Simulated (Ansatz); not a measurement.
# Na3BP2: the cost of one run

Program: Ansatz 0.2.0. Level of theory: DFT LDA, plane waves, PAW, scalar-relativistic, no spin polarisation. These are calculated values, not measurements.

## 1. The system as given

The cell holds 24 atoms (B4Na12P8): a = 7.149 Å, b = 9.492 Å, c = 9.344 Å, α = 90.00°, β = 110.92°, γ = 90.00°.

Its coordinates follow in the input file.

## 2. Run 1

380 steps of 1 fs at constant energy, with velocities drawn for 3000 K.

The input, input.yaml:

```yaml
crystal:
  lattice:
    - [7.149364, 0.0, 0.0]
    - [0.0, 9.491629, 0.0]
    - [-3.336745, 0.0, 8.727641]
  atoms:
    - { symbol: Na, position: [0.736219, 0.286597, 0.817606] }
    - { symbol: Na, position: [0.243319, 0.069321, 0.977975] }
    - { symbol: Na, position: [0.243319, 0.430679, 0.477975] }
    - { symbol: Na, position: [0.756681, 0.569321, 0.522025] }
    - { symbol: Na, position: [0.778255, 0.972904, 0.611213] }
    - { symbol: Na, position: [0.221745, 0.472904, 0.888787] }
    - { symbol: Na, position: [0.221745, 0.027096, 0.388787] }
    - { symbol: Na, position: [0.778255, 0.527096, 0.111213] }
    - { symbol: Na, position: [0.736219, 0.213403, 0.317606] }
    - { symbol: Na, position: [0.263781, 0.713403, 0.182394] }
    - { symbol: Na, position: [0.756681, 0.930679, 0.022025] }
    - { symbol: Na, position: [0.263781, 0.786597, 0.682394] }
    - { symbol: B, position: [0.224845, 0.171332, 0.682238] }
    - { symbol: B, position: [0.775155, 0.671332, 0.817762] }
    - { symbol: B, position: [0.224845, 0.328668, 0.182238] }
    - { symbol: B, position: [0.775155, 0.828668, 0.317762] }
    - { symbol: P, position: [0.446674, 0.438602, 0.231651] }
    - { symbol: P, position: [0.553326, 0.938602, 0.268349] }
    - { symbol: P, position: [0.553326, 0.561398, 0.768349] }
    - { symbol: P, position: [0.446674, 0.061398, 0.731651] }
    - { symbol: P, position: [0.997276, 0.275508, 0.635338] }
    - { symbol: P, position: [0.002724, 0.775508, 0.864662] }
    - { symbol: P, position: [0.002724, 0.724492, 0.364662] }
    - { symbol: P, position: [0.997276, 0.224492, 0.135338] }
basis:
  ecutwfc: 420.0
kpoints:
  mp_grid: { grid: [2, 1, 1] }
hamiltonian:
  xc: lda
scf:
  occupations: { method: fermi_dirac, width: 0.05 }
  lower_state_search: "off"
md:
  timestep: 1
  n_steps: 380
  ensemble: nve
  temperature: 3000.0
  initial_velocities: maxwell_boltzmann
  seed: 843370
```

Command:

```sh
$ ansatz run input.yaml --threads 1 --pin off --max-ram 3072MiB --backend cpu --events-out ev --progress --plain --runs-dir out
```

Q: Estimate wall time and peak memory on 1 thread of Intel Xeon 6975P-C (Granite Rapids), shared host.

About 11 min, with a peak of 0.79 GiB.
